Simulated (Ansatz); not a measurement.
# H4InNS: two geometries relaxed

Are the two ends of the inversion of the pyramid at N1 separate minima, and which lies lower? Each is relaxed from a guess. SMILES of the start: [NH2][InH][SH].

All numbers below are computed with Ansatz 0.2.0 (RHF/def2-SVP).

**1. The structure to begin with**

Bond lengths: N1–In2 2.054 Å, In2–S3 2.402 Å, N1–H4 1.017 Å, N1–H5 1.014 Å, In2–H6 1.727 Å, S3–H7 1.328 Å. Angles: N1–In2–S3 109.6°, N1–In2–H6 124.6°, S3–In2–H6 125.5°, In2–N1–H4 111.5°, In2–N1–H5 114.8°, H4–N1–H5 106.3°, In2–S3–H7 87.3°.

Structure file:

```xyz
7

N    -0.6796    0.2059   -1.1235
In    0.1861    0.5602    0.7048
S     1.5412   -1.3216    1.3317
H    -1.2059   -0.6641   -1.1241
H    -1.3196    0.9269   -1.4388
H     0.0875    2.0559    1.5616
H     1.3904   -1.7631    0.0883
```

**2. End point A**

input.yaml reads:

```yaml
crystal:
  periodic: [false, false, false]
  atoms:
    - { symbol: "N", position_ang: [-0.67962, 0.20589, -1.1235] }
    - { symbol: In, position_ang: [0.18612, 0.56018, 0.70484] }
    - { symbol: S, position_ang: [1.54116, -1.32165, 1.33167] }
    - { symbol: H, position_ang: [-1.20593, -0.66413, -1.1241] }
    - { symbol: H, position_ang: [-1.31963, 0.92689, -1.43878] }
    - { symbol: H, position_ang: [0.08751, 2.05588, 1.56159] }
    - { symbol: H, position_ang: [1.39041, -1.76306, 0.08829] }
basis:
  gaussian: { orbitals: def2-SVP }
hamiltonian:
  xc: hf
relax:
  f_tol: 0.015
  max_steps: 40
output:
  orbitals: {}
```

Launch:

```console
$ ansatz run input.yaml --threads 1 --pin off --max-ram 2048MiB --backend cpu --events-out ev --progress --plain --runs-dir out
```

Output (excerpt; [...] marks lines left out):

```text
Warning: RAYON_NUM_THREADS=1 ignored (pool sized by the plan → 1); use --threads N
[...]
Functional definition: HF
[...]
914 factors; integrals over basis functions are off by at most 3.6e-4 eV
[...]
mean field -17506.89493031 eV, -643.3665220893 hartree, gradient 5.3e-5 eV, S^2 0.000000; 0 other end points of the search recorded, 0 dependent functions left out
[...]
reference -17506.89493031 eV, -643.3665220893 hartree; 24, 24 occupied and 54, 54 virtual orbitals, 914 factors
relax step   1: F+E_penalty+E_count = -17506.89493031 eV  Δ(F+E_penalty+E_count) = +0.000e0 eV  max|allowed force component| = 7.637e-1 eV/Å  Δτ_max = 0.0000 Å  (35 SCF iters, accepted)
[...]
relax step   3: F+E_penalty+E_count = -17506.97650511 eV  Δ(F+E_penalty+E_count) = -2.780e-2 eV  max|allowed force component| = 1.403e0 eV/Å  Δτ_max = 0.1932 Å  (33 SCF iters, accepted)
[...]
relax step   5: F+E_penalty+E_count = -17507.04578953 eV  Δ(F+E_penalty+E_count) = -2.748e-2 eV  max|allowed force component| = 2.285e-1 eV/Å  Δτ_max = 0.0719 Å  (32 SCF iters, accepted)
[...]
relax step   7: F+E_penalty+E_count = -17507.05037356 eV  Δ(F+E_penalty+E_count) = -1.701e-3 eV  max|allowed force component| = 8.172e-3 eV/Å  Δτ_max = 0.0519 Å  (33 SCF iters, accepted)
[...]
relax step   8: F+E_penalty+E_count = -17507.05040935 eV  Δ(F+E_penalty+E_count) = -3.579e-5 eV  max|allowed force component| = 2.255e-2 eV/Å  Δτ_max = 0.0166 Å  (28 SCF iters, accepted)
[...]
relax step   9: F+E_penalty+E_count = -17507.05042994 eV  Δ(F+E_penalty+E_count) = -2.059e-5 eV  max|allowed force component| = 1.664e-3 eV/Å  Δτ_max = 0.0036 Å  (26 SCF iters, accepted)
914 factors; integrals over basis functions are off by at most 4.5e-4 eV
mean field -17507.05042994 eV, -643.3722365952 hartree, gradient 2.2e-5 eV, S^2 0.000000; 1 other end points of the search recorded, 0 dependent functions left out
[...]
reference -17507.05042994 eV, -643.3722365952 hartree; 24, 24 occupied and 54, 54 virtual orbitals, 914 factors
Total energy: -17507.05042994 eV, -643.3722365952 hartree
Atom 0 at    -0.913026     0.266652    -0.980234 Å, force    -0.000796     0.000649    -0.001119 eV/Å
Atom 1 at     0.206129     0.598549     0.661701 Å, force    -0.000297     0.000456    -0.000105 eV/Å
Atom 2 at     1.674611    -1.220207     1.311812 Å, force    -0.000490     0.000376    -0.000186 eV/Å
Atom 3 at    -0.897600    -0.574627    -1.522841 Å, force    -0.000222     0.000531    -0.000192 eV/Å
Atom 4 at    -1.561132     0.924836    -1.366844 Å, force     0.001387    -0.001664     0.001364 eV/Å
Atom 5 at     0.159127     2.055098     1.574467 Å, force     0.000257    -0.000023     0.000177 eV/Å
Atom 6 at     1.331912    -2.050300     0.321950 Å, force     0.000160    -0.000325     0.000060 eV/Å
Dipole moment:    -0.328985     0.161545    -0.311160 e Å
```

It took 17 s on 1 thread of Arm Neoverse V1, shared host; peak memory 0.15 GiB.

Relaxation path:

| step | energy from step 1 (eV) | largest force component (eV/Å) |
| --- | --- | --- |
| 1 | 0.0000 | 0.7637 |
| 2 | -0.0538 | 0.6555 |
| 3 | -0.0816 | 1.4026 |
| 4 | -0.1234 | 0.7965 |
| 5 | -0.1509 | 0.2285 |
| 6 | -0.1537 | 0.0320 |
| 7 | -0.1554 | 0.0082 |
| 8 | -0.1555 | 0.0226 |
| 9 | -0.1555 | 0.0017 |

Step 1 is the start.

After: Bond lengths: N1–In2 2.015 Å, In2–S3 2.426 Å, N1–H4 1.001 Å, N1–H5 1.001 Å, In2–H6 1.720 Å, S3–H7 1.337 Å. Angles: N1–In2–S3 115.5°, N1–In2–H6 123.8°, S3–In2–H6 120.6°, In2–N1–H4 124.9°, In2–N1–H5 124.5°, H4–N1–H5 110.7°, In2–S3–H7 96.4°.

**3. End point B**

The second end starts from a geometry with the move made by hand.

Edit input.yaml of step 2 so:

```diff
@@ -6,4 +6,4 @@
     - { symbol: S, position_ang: [1.54116, -1.32165, 1.33167] }
-    - { symbol: H, position_ang: [-1.20593, -0.66413, -1.1241] }
-    - { symbol: H, position_ang: [-1.31963, 0.92689, -1.43878] }
+    - { symbol: H, position_ang: [-0.3292, -0.65223, -1.54155] }
+    - { symbol: H, position_ang: [-0.53699, 0.93751, -1.81143] }
     - { symbol: H, position_ang: [0.08751, 2.05588, 1.56159] }
```

Launch:

```console
$ ansatz run input.yaml --threads 1 --pin off --max-ram 2048MiB --backend cpu --events-out ev --progress --plain --runs-dir out
```

Output:

```text
Warning: RAYON_NUM_THREADS=1 ignored (pool sized by the plan → 1); use --threads N
The last accepted step is kept in <dir> (removed where the run ends without a failure and the disk answers)
Engine: ansatz 0.2.0, aarch64-unknown-linux-gnu
[... 1 set-up line as earlier in the session ...]
  exchange = exact_x
  correlation = 0
914 factors; integrals over basis functions are off by at most 3.5e-4 eV
mean field evaluation 1: about -17503.6840 eV, gradient 3.5e1 eV
mean field evaluation 2: about -17503.7625 eV, gradient 3.5e1 eV
mean field evaluation 4: about -17506.8310 eV, gradient 2.7e0 eV
mean field evaluation 8: about -17506.8711 eV, gradient 1.8e-1 eV
mean field -17506.87130876 eV, -643.3656540134 hartree, gradient 5.3e-5 eV, S^2 0.000000; 0 other end points of the search recorded, 0 dependent functions left out
the calculation of the forces begins
reference -17506.87130876 eV, -643.3656540134 hartree; 24, 24 occupied and 54, 54 virtual orbitals, 914 factors
relax step   1: F+E_penalty+E_count = -17506.87130876 eV  Δ(F+E_penalty+E_count) = +0.000e0 eV  max|allowed force component| = 6.509e-1 eV/Å  Δτ_max = 0.0000 Å  (36 SCF iters, accepted)
these checks for a lower state are left out or cut short: starts, cluster_reference, orbital_swaps, neighbouring_geometries, increment
914 factors; integrals over basis functions are off by at most 3.6e-4 eV
mean field evaluation 16: about -17506.9444 eV, gradient 8.3e-4 eV
mean field -17506.94441264 eV, -643.3683405313 hartree, gradient 3.4e-5 eV, S^2 0.000000; 0 other end points of the search recorded, 0 dependent functions left out
the calculation of the forces begins
reference -17506.94441264 eV, -643.3683405313 hartree; 24, 24 occupied and 54, 54 virtual orbitals, 914 factors
relax step   2: F+E_penalty+E_count = -17506.94441264 eV  Δ(F+E_penalty+E_count) = -7.310e-2 eV  max|allowed force component| = 4.875e-1 eV/Å  Δτ_max = 0.1980 Å  (32 SCF iters, accepted)
these checks for a lower state are left out or cut short: starts, cluster_reference, orbital_swaps, neighbouring_geometries, increment
914 factors; integrals over basis functions are off by at most 4.0e-4 eV
mean field -17506.98558114 eV, -643.3698534460 hartree, gradient 3.3e-5 eV, S^2 0.000000; 0 other end points of the search recorded, 0 dependent functions left out
the calculation of the forces begins
reference -17506.98558114 eV, -643.3698534460 hartree; 24, 24 occupied and 54, 54 virtual orbitals, 914 factors
relax step   3: F+E_penalty+E_count = -17506.98558114 eV  Δ(F+E_penalty+E_count) = -4.117e-2 eV  max|allowed force component| = 9.824e-1 eV/Å  Δτ_max = 0.1934 Å  (33 SCF iters, accepted)
these checks for a lower state are left out or cut short: starts, cluster_reference, orbital_swaps, neighbouring_geometries, increment
914 factors; integrals over basis functions are off by at most 4.2e-4 eV
mean field evaluation 32: about -17507.0094 eV, gradient 2.5e-5 eV
mean field -17507.00942181 eV, -643.3707295744 hartree, gradient 4.1e-5 eV, S^2 0.000000; 0 other end points of the search recorded, 0 dependent functions left out
the calculation of the forces begins
reference -17507.00942181 eV, -643.3707295744 hartree; 24, 24 occupied and 54, 54 virtual orbitals, 914 factors
relax step   4: F+E_penalty+E_count = -17507.00942181 eV  Δ(F+E_penalty+E_count) = -2.384e-2 eV  max|allowed force component| = 9.158e-1 eV/Å  Δτ_max = 0.2000 Å  (32 SCF iters, accepted)
these checks for a lower state are left out or cut short: starts, cluster_reference, orbital_swaps, neighbouring_geometries, increment
914 factors; integrals over basis functions are off by at most 4.9e-4 eV
mean field -17507.04326042 eV, -643.3719731204 hartree, gradient 3.6e-5 eV, S^2 0.000000; 0 other end points of the search recorded, 0 dependent functions left out
the calculation of the forces begins
reference -17507.04326042 eV, -643.3719731204 hartree; 24, 24 occupied and 54, 54 virtual orbitals, 914 factors
relax step   5: F+E_penalty+E_count = -17507.04326042 eV  Δ(F+E_penalty+E_count) = -3.384e-2 eV  max|allowed force component| = 2.454e-1 eV/Å  Δτ_max = 0.1168 Å  (34 SCF iters, accepted)
these checks for a lower state are left out or cut short: starts, cluster_reference, orbital_swaps, neighbouring_geometries, increment
914 factors; integrals over basis functions are off by at most 4.0e-4 eV
mean field -17507.03869450 eV, -643.3718053258 hartree, gradient 3.5e-5 eV, S^2 0.000000; 0 other end points of the search recorded, 0 dependent functions left out
the calculation of the forces begins
reference -17507.03869450 eV, -643.3718053258 hartree; 24, 24 occupied and 54, 54 virtual orbitals, 914 factors
relax step   6: F+E_penalty+E_count = -17507.03869450 eV  Δ(F+E_penalty+E_count) = +4.566e-3 eV  max|allowed force component| = 8.154e-2 eV/Å  Δτ_max = 0.1747 Å  (33 SCF iters, rejected (line search))
these checks for a lower state are left out or cut short: starts, cluster_reference, orbital_swaps, neighbouring_geometries, increment
914 factors; integrals over basis functions are off by at most 4.5e-4 eV
mean field -17507.04397148 eV, -643.3719992512 hartree, gradient 3.4e-5 eV, S^2 0.000000; 0 other end points of the search recorded, 0 dependent functions left out
the calculation of the forces begins
reference -17507.04397148 eV, -643.3719992512 hartree; 24, 24 occupied and 54, 54 virtual orbitals, 914 factors
relax step   7: F+E_penalty+E_count = -17507.04397148 eV  Δ(F+E_penalty+E_count) = -7.111e-4 eV  max|allowed force component| = 8.872e-2 eV/Å  Δτ_max = 0.0873 Å  (33 SCF iters, accepted)
these checks for a lower state are left out or cut short: starts, cluster_reference, orbital_swaps, neighbouring_geometries, increment
914 factors; integrals over basis functions are off by at most 4.5e-4 eV
mean field -17507.04821492 eV, -643.3721551950 hartree, gradient 3.4e-5 eV, S^2 0.000000; 0 other end points of the search recorded, 0 dependent functions left out
the calculation of the forces begins
reference -17507.04821492 eV, -643.3721551950 hartree; 24, 24 occupied and 54, 54 virtual orbitals, 914 factors
relax step   8: F+E_penalty+E_count = -17507.04821492 eV  Δ(F+E_penalty+E_count) = -4.243e-3 eV  max|allowed force component| = 1.604e-1 eV/Å  Δτ_max = 0.0912 Å  (32 SCF iters, accepted)
these checks for a lower state are left out or cut short: starts, cluster_reference, orbital_swaps, neighbouring_geometries, increment
914 factors; integrals over basis functions are off by at most 4.6e-4 eV
mean field evaluation 64: about -17507.0497 eV, gradient 4.7e-1 eV
mean field -17507.05040014 eV, -643.3722355001 hartree, gradient 3.4e-5 eV, S^2 0.000000; 0 other end points of the search recorded, 0 dependent functions left out
the calculation of the forces begins
reference -17507.05040014 eV, -643.3722355001 hartree; 24, 24 occupied and 54, 54 virtual orbitals, 914 factors
relax step   9: F+E_penalty+E_count = -17507.05040014 eV  Δ(F+E_penalty+E_count) = -2.185e-3 eV  max|allowed force component| = 1.885e-2 eV/Å  Δτ_max = 0.0189 Å  (34 SCF iters, accepted)
these checks for a lower state are left out or cut short: starts, cluster_reference, orbital_swaps, neighbouring_geometries, increment
914 factors; integrals over basis functions are off by at most 4.6e-4 eV
mean field -17507.05042942 eV, -643.3722365764 hartree, gradient 2.2e-5 eV, S^2 0.000000; 0 other end points of the search recorded, 0 dependent functions left out
the calculation of the forces begins
reference -17507.05042942 eV, -643.3722365764 hartree; 24, 24 occupied and 54, 54 virtual orbitals, 914 factors
relax step  10: F+E_penalty+E_count = -17507.05042942 eV  Δ(F+E_penalty+E_count) = -2.929e-5 eV  max|allowed force component| = 3.567e-3 eV/Å  Δτ_max = 0.0059 Å  (26 SCF iters, accepted)
914 factors; integrals over basis functions are off by at most 4.6e-4 eV
mean field -17507.05042942 eV, -643.3722365764 hartree, gradient 2.2e-5 eV, S^2 0.000000; 1 other end points of the search recorded, 0 dependent functions left out
the calculation of the forces begins
reference -17507.05042942 eV, -643.3722365764 hartree; 24, 24 occupied and 54, 54 virtual orbitals, 914 factors
Total energy: -17507.05042942 eV, -643.3722365764 hartree
Atom 0 at    -0.448792     0.323784    -1.249189 Å, force    -0.001828     0.000662    -0.003567 eV/Å
Atom 1 at     0.302479     0.569969     0.603705 Å, force     0.000343    -0.001169    -0.000709 eV/Å
Atom 2 at     1.594667    -1.294607     1.463902 Å, force     0.000324    -0.000644    -0.000199 eV/Å
Atom 3 at    -0.324026    -0.493567    -1.813807 Å, force     0.000314     0.000448     0.000826 eV/Å
Atom 4 at    -0.999673     1.006302    -1.732281 Å, force     0.000527    -0.001030     0.000584 eV/Å
Atom 5 at     0.070869     1.986515     1.550192 Å, force    -0.000064     0.002236     0.002278 eV/Å
Atom 6 at     1.463867    -2.075876     0.387387 Å, force     0.000385    -0.000503     0.000788 eV/Å
Dipole moment:    -0.256169     0.179226    -0.365050 e Å
```

Run time: 19 s. Hardware: 1 thread of Arm Neoverse V1, shared host; peak memory 0.15 GiB.

Step by step:

| step | energy from step 1 (eV) | largest force component (eV/Å) |
| --- | --- | --- |
| 1 | 0.0000 | 0.6509 |
| 2 | -0.0731 | 0.4875 |
| 3 | -0.1143 | 0.9824 |
| 4 | -0.1381 | 0.9158 |
| 5 | -0.1720 | 0.2454 |
| 6x | -0.1674 | 0.0815 |
| 7 | -0.1727 | 0.0887 |
| 8 | -0.1769 | 0.1604 |
| 9 | -0.1791 | 0.0189 |
| 10 | -0.1791 | 0.0036 |

Step 1 is the start. 1 step was tried and not accepted (marked x).

After: Bond lengths: N1–In2 2.015 Å, In2–S3 2.426 Å, N1–H4 1.001 Å, N1–H5 1.001 Å, In2–H6 1.719 Å, S3–H7 1.337 Å. Angles: N1–In2–S3 115.5°, N1–In2–H6 123.8°, S3–In2–H6 120.6°, In2–N1–H4 124.9°, In2–N1–H5 124.4°, H4–N1–H5 110.7°, In2–S3–H7 96.4°.

**4. Results**

```
                           quantity                    value
                              end A  8 moves, 0.156 eV lower
                              end B  8 moves, 0.179 eV lower
largest difference between the ends                   0.00 Å
            end B relative to end A                +0.000 eV
```

What this shows: Both starts fell into the same minimum (no atom differs by more than 0.00 Å), so from this start no second minimum was found and no band was run; another arrangement could still be one.
